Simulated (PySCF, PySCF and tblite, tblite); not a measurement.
**C5H13NSi: a path driven as rotation about a bond, and NMR exchange, part 1 of 2**

How fast is rotation about a bond in C5H13NSi (`C=N[SiH2][C@@H](C)CC`), and when do the exchanging lines merge?

Programs: PySCF 2.14.0 with density-fitted response routines of our own, and tblite 0.8.0. All values are computed, except where a source is named. Atoms count from 0 throughout.

## Step 1: The starting structure

20 atoms, charge 0, multiplicity 1; geometry from: force field or distance geometry start.

Bonds of the start (Å): C0–H7 1.10, C0–H8 1.11, C0–N1 1.30, C3–C4 1.55, C3–C5 1.55, C3–H11 1.08, C4–H12 1.10, C4–H13 1.10, C4–H14 1.10, C5–C6 1.53, C5–H15 1.11, C5–H16 1.09, C6–H17 1.10, C6–H18 1.09, C6–H19 1.10, N1–Si2 1.74, Si2–C3 1.91, Si2–H10 1.48, Si2–H9 1.49.

## Step 2: GFN2-xTB relaxation, start minimum

Job settings and geometry (Å):

```
{"job": {"xc": "GFN2-xTB", "basis": "xTB", "kind": "relax"}, "charge": 0, "multiplicity": 1}
C      3.587900     0.457900     0.021100
N      2.446200     0.121300    -0.503200
Si     1.064300     0.306400     0.530500
C     -0.437500    -0.313500    -0.478900
C     -0.284700    -1.806100    -0.848200
C     -1.810800    -0.128300     0.223100
C     -2.257500     1.329700     0.306000
H      4.502800     0.363500    -0.577500
H      3.724300     0.857700     1.044900
H      0.921800     1.746800     0.865900
H      1.254900    -0.485100     1.761000
H     -0.451800     0.251200    -1.403600
H     -0.274600    -2.448800     0.040200
H     -1.110200    -2.127700    -1.495700
H      0.638600    -1.972900    -1.413200
H     -1.794000    -0.559400     1.246300
H     -2.573500    -0.669800    -0.333500
H     -3.273200     1.372800     0.720300
H     -2.273500     1.793900    -0.675600
H     -1.604800     1.920900     0.967200
```

Started as:

```
$ OMP_NUM_THREADS=1 python ens_run.py task.json out
```

The driver reads the study from task.json and runs its stages one after another.

Standard output:

```text
step      E/eV     max force
  0    -597.40791    3.533
  1    -597.48735    3.176
  2    -597.54781    0.602
  3    -597.55911    0.433
  4    -597.57122    0.303
  5    -597.57561    0.304
  6    -597.58503    0.232
  7    -597.59181    0.235
  8    -597.60143    0.267
  9    -597.60918    0.266
 10    -597.61521    0.163
 11    -597.61907    0.139
 12    -597.62304    0.195
 13    -597.62752    0.181
 14    -597.63104    0.107
 15    -597.63326    0.104
 16    -597.63489    0.103
 17    -597.63623    0.114
 18    -597.63736    0.089
 19    -597.63833    0.059
 20    -597.63929    0.070
 21    -597.64029    0.090
 22    -597.64126    0.089
 23    -597.64216    0.063
 24    -597.64305    0.085
 25    -597.64405    0.094
 26    -597.64517    0.081
 27    -597.64633    0.084
 28    -597.64750    0.079
 29    -597.64880    0.094
 30    -597.65025    0.107
 31    -597.65164    0.089
 32    -597.65281    0.095
 33    -597.65380    0.087
 34    -597.65469    0.078
 35    -597.65545    0.084
 36    -597.65598    0.072
 37    -597.65630    0.043
 38    -597.65655    0.040
 39    -597.65684    0.048
 40    -597.65722    0.066
 41    -597.65759    0.062
 42    -597.65790    0.036
 43    -597.65816    0.036
 44    -597.65839    0.040
 45    -597.65863    0.064
 46    -597.65889    0.056
 47    -597.65916    0.041
 48    -597.65947    0.037
 49    -597.65976    0.030
 50    -597.65999    0.063
 51    -597.66020    0.036
 52    -597.66046    0.040
 53    -597.66079    0.041
 54    -597.66113    0.049
 55    -597.66148    0.049
 56    -597.66187    0.049
 57    -597.66238    0.049
 58    -597.66304    0.056
 59    -597.66367    0.051
 60    -597.66417    0.054
 61    -597.66474    0.062
 62    -597.66557    0.064
 63    -597.66656    0.066
 64    -597.66753    0.071
 65    -597.66779    0.290
 66    -597.66935    0.100
 67    -597.67067    0.100
 68    -597.67775    0.162
 69    -597.67561    0.624
 70    -597.68497    0.172
 71    -597.68951    0.186
 72    -597.69097    0.663
 73    -597.69985    0.133
 74    -597.70459    0.113
 75    -597.71202    0.602
 76    -597.71733    0.105
 77    -597.71971    0.121
 78    -597.72339    0.351
 79    -597.72618    0.157
 80    -597.72818    0.069
 81    -597.72923    0.062
 82    -597.72989    0.064
 83    -597.73065    0.092
 84    -597.73145    0.063
 85    -597.73205    0.063
 86    -597.73261    0.052
 87    -597.73326    0.050
 88    -597.73391    0.065
 89    -597.73451    0.059
 90    -597.73504    0.044
 91    -597.73556    0.048
 92    -597.73615    0.066
 93    -597.73689    0.095
 94    -597.73781    0.079
 95    -597.73865    0.081
 96    -597.73926    0.086
 97    -597.73986    0.062
 98    -597.74067    0.058
 99    -597.74132    0.070
100    -597.74196    0.071
101    -597.74232    0.046
102    -597.74254    0.034
103    -597.74268    0.020
104    -597.74279    0.017
105    -597.74288    0.025
106    -597.74295    0.024
107    -597.74303    0.025
108    -597.74310    0.021
109    -597.74317    0.015
110    -597.74323    0.015
111    -597.74329    0.018
112    -597.74334    0.017
113    -597.74339    0.013
114    -597.74342    0.011
115    -597.74346    0.015
116    -597.74350    0.016
117    -597.74355    0.014
118    -597.74358    0.014
119    -597.74362    0.011
120    -597.74365    0.014
121    -597.74368    0.012
122    -597.74370    0.009
123    -597.74373    0.012
124    -597.74376    0.015
125    -597.74380    0.016
126    -597.74384    0.014
127    -597.74388    0.011
128    -597.74391    0.014
129    -597.74394    0.014
130    -597.74398    0.015
131    -597.74401    0.014
132    -597.74405    0.012
133    -597.74408    0.016
134    -597.74412    0.015
135    -597.74416    0.014
136    -597.74419    0.011
137    -597.74422    0.012
138    -597.74425    0.016
139    -597.74429    0.016
140    -597.74434    0.016
141    -597.74438    0.016
142    -597.74441    0.019
143    -597.74445    0.018
144    -597.74448    0.014
145    -597.74451    0.011
146    -597.74453    0.009
147    -597.74455    0.011
148    -597.74458    0.011
149    -597.74461    0.011
150    -597.74462    0.009
151    -597.74464    0.010
152    -597.74466    0.010
153    -597.74468    0.012
154    -597.74472    0.013
155    -597.74475    0.011
156    -597.74478    0.013
157    -597.74483    0.016
158    -597.74489    0.018
159    -597.74495    0.019
160    -597.74500    0.018
161    -597.74505    0.017
162    -597.74511    0.018
163    -597.74518    0.017
164    -597.74523    0.016
165    -597.74526    0.013
166    -597.74528    0.009
167    -597.74530    0.010
168    -597.74531    0.006
169    -597.74531    0.006
170    -597.74532    0.006
171    -597.74533    0.007
172    -597.74533    0.006
173    -597.74534    0.007
174    -597.74535    0.006
175    -597.74536    0.005
176    -597.74537    0.007
177    -597.74537    0.007
178    -597.74538    0.008
179    -597.74539    0.007
180    -597.74540    0.006
181    -597.74540    0.006
182    -597.74541    0.005
183    -597.74541    0.005
184    -597.74542    0.004
185    -597.74542    0.005
186    -597.74542    0.006
187    -597.74543    0.007
188    -597.74544    0.007
189    -597.74545    0.006
190    -597.74546    0.007
191    -597.74547    0.008
192    -597.74548    0.009
193    -597.74550    0.009
194    -597.74551    0.009
195    -597.74552    0.011
196    -597.74554    0.011
197    -597.74557    0.010
198    -597.74559    0.010
199    -597.74561    0.007
200    -597.74562    0.006
201    -597.74562    0.006
202    -597.74563    0.006
203    -597.74564    0.007
204    -597.74565    0.007
205    -597.74566    0.006
206    -597.74567    0.007
207    -597.74569    0.008
208    -597.74570    0.007
209    -597.74571    0.006
210    -597.74572    0.005
211    -597.74572    0.004
212    -597.74573    0.004
213    -597.74573    0.003
214    -597.74573    0.004
215    -597.74573    0.003
216    -597.74573    0.003
```

Run time: 1.2 s. Hardware: 1 thread of Arm Neoverse V2, shared host.

The energy fell by 0.338 eV, and the atoms moved 0.48 Å (root mean square).

## Step 3: Relaxed scan, rotation

Job settings and geometry (Å):

```
{"job": {"xc": "GFN2-xTB", "basis": "xTB", "coordinate": [["t", [7, 0, 1, 2], 0.5], ["t", [8, 0, 1, 2], 0.5]], "kind": "drive"}, "charge": 0, "multiplicity": 1}
C      3.468258     0.026740    -0.100652
N      2.357861     0.561559    -0.283898
Si     0.902343     0.689511     0.626338
C     -0.398937    -0.178684    -0.469463
C      0.025287    -1.609778    -0.797142
C     -1.788234    -0.184409     0.167694
C     -2.359884     1.210395     0.378113
H      4.228063     0.093372    -0.876750
H      3.758423    -0.520485     0.801423
H      0.733810     2.140541     0.693640
H      0.874778     0.098534     1.974634
H     -0.468463     0.370542    -1.414126
H      0.105826    -2.205989     0.110535
H     -0.703590    -2.089258    -1.450689
H      0.990550    -1.618334    -1.298701
H     -1.747512    -0.706636     1.126991
H     -2.469197    -0.748332    -0.478640
H     -3.382321     1.151114     0.746401
H     -2.364509     1.763758    -0.558705
H     -1.767699     1.766518     1.099962
```

Standard output:

```text
point  coordinate     E/eV
  0    103.600     -597.71917
  1    118.400     -597.65527
  2    133.400     -597.57082
  3    148.900     -597.52193
  4    164.100     -597.52164
  5    179.700     -597.50172
  6    194.100     -597.51901
  7    209.100     -597.51626
  8    224.300     -597.47889
  9    239.800     -597.57080
 10    254.500     -597.63193
 11    269.100     -597.65169
```

Wall time 3.6 s (1 thread of Arm Neoverse V2, shared host).

The highest point is number 8, 5.5 kcal/mol above the first.

## Step 4: Nudged elastic band, leg 1

The job, as its differences from that of step 3:

```diff
@@ -1,2 +1,2 @@
-{"job": {"xc": "GFN2-xTB", "basis": "xTB", "coordinate": [["t", [7, 0, 1, 2], 0.5], ["t", [8, 0, 1, 2], 0.5]], "kind": "drive"}, "charge": 0, "multiplicity": 1}
+{"job": {"xc": "GFN2-xTB", "basis": "xTB", "kind": "neb"}, "charge": 0, "multiplicity": 1}
 C      3.468258     0.026740    -0.100652
```

Standard output:

```text
image   E - E0 / eV
  0       0.0000
  1       0.0019
  2       0.0124
  3       0.2178
  4       0.0436
  5       0.1110
  6       0.0851
```

It took 5.5 s on 1 thread of Arm Neoverse V2, shared host; peak memory 0.2 GiB.

The run did not converge, so its numbers are no properties of the molecule.

## Step 5: Saddle search, leg 1

Job settings and geometry (Å):

```
{"job": {"xc": "GFN2-xTB", "basis": "xTB", "kind": "saddle"}, "charge": 0, "multiplicity": 1}
C      3.576146     0.077416    -0.173121
N      2.462287     0.171613     0.357662
Si     0.872261     0.670208     0.679523
C     -0.414155    -0.228447    -0.419810
C     -0.001673    -1.683745    -0.639488
C     -1.833784    -0.179420     0.147342
C     -2.376656     1.236390     0.280655
H      3.727317    -0.029939    -1.255524
H      4.486229     0.032751     0.432055
H      0.909663     2.111789     0.428293
H      0.609921     0.360066     2.090466
H     -0.436616     0.256184    -1.403165
H      0.020125    -2.222696     0.305819
H     -0.701950    -2.191637    -1.303092
H      0.990329    -1.739361    -1.081933
H     -1.848092    -0.665622     1.125923
H     -2.498688    -0.751688    -0.507953
H     -3.414327     1.217963     0.608413
H     -2.330891     1.752633    -0.675913
H     -1.797446     1.805545     1.003847
```

Standard output:

```text
step      E/eV     max force
  0    -597.47889   0.4310
  1    -597.51356   0.3272
  2    -597.53752   0.5979
  3    -597.52791   0.2406
  4    -597.54161   0.1826
  5    -597.55893   0.2069
  6    -597.57896   0.1847
  7    -597.59778   0.3353
  8    -597.58666   0.1486
  9    -597.59514   0.1438
 10    -597.60748   0.2283
 11    -597.61523   0.1758
 12    -597.62510   0.2171
 13    -597.63069   0.2619
 14    -597.63675   0.1680
 15    -597.64148   0.1587
 16    -597.64295   0.0953
 17    -597.64330   0.2239
 18    -597.64390   0.0316
 19    -597.64456   0.0291
 20    -597.64524   0.0327
 21    -597.64557   0.0615
 22    -597.64569   0.0259
 23    -597.64566   0.0241
 24    -597.64555   0.0704
 25    -597.64567   0.0000
lowest wavenumbers (cm-1): -122.0 36.1 90.3 100.6 189.7 217.0
```

It took 7 s on 1 thread of Arm Neoverse V2, shared host; peak memory 0.2 GiB.

Point group C1; 1 imaginary mode, 122i cm⁻¹, carried by N1, H7, C0. It was not shown to link both ends.

## Step 6: Saddle search, leg 1

Job settings and geometry (Å):

```
{"job": {"xc": "GFN2-xTB", "basis": "xTB", "kind": "saddle"}, "charge": 0, "multiplicity": 1}
C      3.524839    -0.018407    -0.171427
N      2.379135     0.336751     0.127221
Si     0.849628     0.682074     0.749104
C     -0.380539    -0.185961    -0.429396
C      0.041860    -1.619557    -0.739191
C     -1.798547    -0.179372     0.140874
C     -2.365679     1.219588     0.339573
H      4.056071     0.507858    -0.968692
H      4.071029    -0.841415     0.303091
H      0.765124     2.140896     0.614199
H      0.607238     0.266523     2.140556
H     -0.398975     0.366396    -1.375034
H      0.078703    -2.214330     0.171589
H     -0.665278    -2.091618    -1.422398
H      1.026840    -1.640761    -1.200280
H     -1.804962    -0.710111     1.096417
H     -2.455421    -0.731296    -0.539994
H     -3.410196     1.165603     0.640948
H     -2.305491     1.790141    -0.585110
H     -1.815378     1.756997     1.107950
```

Standard output:

```text
step      E/eV     max force
  0    -597.52795   0.1700
  1    -597.52208   0.2328
  2    -597.51944   0.6360
  3    -597.52177   0.1050
  4    -597.52215   0.0808
  5    -597.52225   0.0288
  6    -597.52230   0.0033
lowest wavenumbers (cm-1): -260.0 35.2 84.7 96.0 169.0 197.7
```

Wall time 4.2 s (1 thread of Arm Neoverse V2, shared host); peak memory 0.2 GiB.

Point group C1; 1 imaginary mode, 260i cm⁻¹, carried by N1, C0, H7, H8. It was not shown to link both ends.

At the saddle the angle C0–N1–Si2 (177°) is nearly straight.

## Step 7: Shieldings, start: PBE0/pcSseg-1

Job settings and geometry (Å):

```
{"job": {"kind": "nmr", "xc": "PBE0", "basis": "pcSseg-1", "pop": false}, "charge": 0, "multiplicity": 1}
C      3.468258     0.026740    -0.100652
N      2.357861     0.561559    -0.283898
Si     0.902343     0.689511     0.626338
C     -0.398937    -0.178684    -0.469463
C      0.025287    -1.609778    -0.797142
C     -1.788234    -0.184409     0.167694
C     -2.359884     1.210395     0.378113
H      4.228063     0.093372    -0.876750
H      3.758423    -0.520485     0.801423
H      0.733810     2.140541     0.693640
H      0.874778     0.098534     1.974634
H     -0.468463     0.370542    -1.414126
H      0.105826    -2.205989     0.110535
H     -0.703590    -2.089258    -1.450689
H      0.990550    -1.618334    -1.298701
H     -1.747512    -0.706636     1.126991
H     -2.469197    -0.748332    -0.478640
H     -3.382321     1.151114     0.746401
H     -2.364509     1.763758    -0.558705
H     -1.767699     1.766518     1.099962
```

Standard output:

```text
coarse grid: 16176 points
cycle   1  E = -542.0008330303  dE =  5.287e-01  |g| = 5.311e-01  |ddm| = 3.809e+00
cycle   2  E = -541.9147173501  dE =  8.612e-02  |g| = 8.130e-01  |ddm| = 1.246e+00
cycle   3  E = -542.0694605065  dE = -1.547e-01  |g| = 1.349e-01  |ddm| = 8.165e-01
cycle   4  E = -542.0733532236  dE = -3.893e-03  |g| = 3.481e-02  |ddm| = 1.120e-01
cycle   5  E = -542.0736239694  dE = -2.707e-04  |g| = 8.592e-03  |ddm| = 3.566e-02
cycle   6  E = -542.0736405308  dE = -1.656e-05  |g| = 2.772e-03  |ddm| = 1.043e-02
cycle   7  E = -542.0736423764  dE = -1.846e-06  |g| = 3.142e-04  |ddm| = 2.445e-03
final grid: 148800 points
cycle   8  E = -542.1142882053  dE = -4.078e-05  |g| = 9.130e-03  |ddm| = 2.706e-02
cycle   9  E = -542.1142794694  dE =  8.736e-06  |g| = 1.090e-02  |ddm| = 1.818e-02
cycle  10  E = -542.1143094199  dE = -2.995e-05  |g| = 1.351e-03  |ddm| = 1.024e-02
cycle  11  E = -542.1143097977  dE = -3.779e-07  |g| = 3.952e-04  |ddm| = 1.131e-03
cycle  12  E = -542.1143098289  dE = -3.121e-08  |g| = 1.130e-04  |ddm| = 3.650e-04
cycle  13  E = -542.1143098319  dE = -2.960e-09  |g| = 2.932e-05  |ddm| = 1.275e-04
cycle  14  E = -542.1143098321  dE = -1.869e-10  |g| = 4.776e-06  |ddm| = 2.860e-05
converged SCF energy = -542.1143098321

GIAO shielding tensors (ppm)
atom      isotropic    diamagn.    paramagn.     s11        s22        s33       span
  0 C       14.883     251.808    -236.925    -81.125     -0.389    126.163    207.288
  1 N     -158.297     332.732    -491.029   -577.614   -185.573    288.297    865.912
  2 Si     378.157     882.991    -504.834    338.229    374.819    421.423     83.193
  3 C      161.594     253.203     -91.608    149.433    157.059    178.291     28.858
  4 C      167.930     248.648     -80.718    155.317    161.828    186.645     31.328
  5 C      155.403     248.358     -92.955    140.430    152.903    172.875     32.445
  6 C      169.198     247.289     -78.092    157.840    165.791    183.962     26.122
  7 H       23.012      27.780      -4.768     21.698     22.560     24.780      3.082
  8 H       22.926      29.703      -6.777     20.713     22.149     25.915      5.201
  9 H       26.354      31.091      -4.737     23.086     25.450     30.527      7.441
 10 H       27.078      31.595      -4.517     24.151     25.650     31.433      7.282
 11 H       30.457      34.698      -4.241     26.489     29.496     35.386      8.898
 12 H       31.103      32.133      -1.029     27.607     28.715     36.987      9.380
 13 H       30.574      31.068      -0.494     26.035     28.379     37.308     11.273
 14 H       30.641      32.155      -1.513     24.986     29.480     37.458     12.473
 15 H       30.399      32.646      -2.247     26.622     29.664     34.913      8.291
 16 H       30.116      31.877      -1.762     24.898     29.920     35.528     10.630
 17 H       30.406      27.939       2.467     25.754     27.574     37.889     12.135
 18 H       30.686      30.266       0.421     26.694     28.858     36.508      9.814
 19 H       30.643      30.783      -0.140     25.867     30.100     35.963     10.097
```

It took 21 s on 1 thread of Arm Neoverse V2, shared host; peak memory 0.86 GiB.

This run: HOMO -6.87 eV, LUMO -0.68 eV; dipole 1.15 D.

## Step 8: Shieldings, saddle of leg 1: PBE0/pcSseg-1

Job settings and geometry (Å):

```
{"job": {"kind": "nmr", "xc": "PBE0", "basis": "pcSseg-1", "pop": false}, "charge": 0, "multiplicity": 1}
C      3.489916    -0.029548    -0.233396
N      2.385965     0.276312     0.231690
Si     0.850547     0.699153     0.786860
C     -0.361417    -0.174895    -0.408453
C      0.069936    -1.611439    -0.691766
C     -1.795032    -0.168990     0.123034
C     -2.370839     1.228719     0.304145
H      3.961054     0.532083    -1.047081
H      4.064233    -0.881965     0.144343
H      0.704587     2.159053     0.736202
H      0.641208     0.213068     2.159099
H     -0.358551     0.367233    -1.360405
H      0.079910    -2.196853     0.225657
H     -0.616784    -2.090061    -1.390835
H      1.068247    -1.637860    -1.122405
H     -1.829932    -0.700961     1.077196
H     -2.430528    -0.721467    -0.577749
H     -3.423093     1.173808     0.577159
H     -2.286541     1.797110    -0.620073
H     -1.842885     1.767500     1.086779
```

Standard output:

```text
coarse grid: 16176 points
cycle   1  E = -541.9892632881  dE =  5.656e-01  |g| = 5.435e-01  |ddm| = 3.830e+00
cycle   2  E = -541.8989597053  dE =  9.030e-02  |g| = 8.336e-01  |ddm| = 1.249e+00
cycle   3  E = -542.0595468999  dE = -1.606e-01  |g| = 1.327e-01  |ddm| = 8.252e-01
cycle   4  E = -542.0633796386  dE = -3.833e-03  |g| = 3.317e-02  |ddm| = 1.095e-01
cycle   5  E = -542.0636248774  dE = -2.452e-04  |g| = 8.481e-03  |ddm| = 3.328e-02
cycle   6  E = -542.0636409175  dE = -1.604e-05  |g| = 2.699e-03  |ddm| = 1.028e-02
cycle   7  E = -542.0636426616  dE = -1.744e-06  |g| = 3.155e-04  |ddm| = 2.536e-03
final grid: 148800 points
cycle   8  E = -542.1045974468  dE = -4.165e-05  |g| = 9.134e-03  |ddm| = 2.877e-02
cycle   9  E = -542.1045889240  dE =  8.523e-06  |g| = 1.085e-02  |ddm| = 1.837e-02
cycle  10  E = -542.1046187163  dE = -2.979e-05  |g| = 1.259e-03  |ddm| = 1.024e-02
cycle  11  E = -542.1046190415  dE = -3.253e-07  |g| = 3.868e-04  |ddm| = 1.041e-03
cycle  12  E = -542.1046190717  dE = -3.012e-08  |g| = 1.138e-04  |ddm| = 3.543e-04
cycle  13  E = -542.1046190746  dE = -2.960e-09  |g| = 3.024e-05  |ddm| = 1.379e-04
cycle  14  E = -542.1046190748  dE = -1.978e-10  |g| = 4.622e-06  |ddm| = 2.888e-05
converged SCF energy = -542.1046190748

GIAO shielding tensors (ppm)
atom      isotropic    diamagn.    paramagn.     s11        s22        s33       span
  0 C       18.555     252.870    -234.315    -61.551    -13.648    130.864    192.415
  1 N     -179.247     331.261    -510.508   -723.969   -158.637    344.864   1068.833
  2 Si     400.575     881.627    -481.052    376.003    391.480    434.243     58.240
  3 C      162.354     253.400     -91.046    149.771    158.717    178.573     28.803
  4 C      166.661     248.465     -81.803    152.444    161.809    185.731     33.287
  5 C      154.402     248.235     -93.833    139.746    151.155    172.305     32.559
  6 C      169.454     247.266     -77.812    157.946    166.349    184.068     26.121
  7 H       22.370      29.057      -6.687     20.824     21.555     24.731      3.907
  8 H       22.274      28.726      -6.452     20.792     21.519     24.511      3.719
  9 H       25.837      30.527      -4.689     22.355     25.008     30.150      7.796
 10 H       26.254      30.692      -4.437     23.255     25.126     30.382      7.127
 11 H       30.705      34.965      -4.259     26.639     29.751     35.726      9.087
 12 H       30.887      31.933      -1.047     27.298     28.575     36.786      9.488
 13 H       30.625      31.271      -0.646     26.178     28.486     37.210     11.033
 14 H       30.716      32.669      -1.953     24.813     29.589     37.745     12.932
 15 H       30.241      32.433      -2.192     26.415     29.596     34.711      8.296
 16 H       30.062      31.916      -1.853     24.887     29.910     35.390     10.503
 17 H       30.416      27.830       2.586     25.782     27.621     37.846     12.064
 18 H       30.762      30.345       0.417     26.793     28.965     36.529      9.736
 19 H       30.727      30.515       0.213     25.993     29.901     36.288     10.295
```

Wall time 21 s (1 thread of Arm Neoverse V2, shared host); peak memory 0.86 GiB.

Key values: HOMO -6.24 eV, LUMO -0.90 eV; dipole 1.03 D.

(Continued in part 2 of 2.)
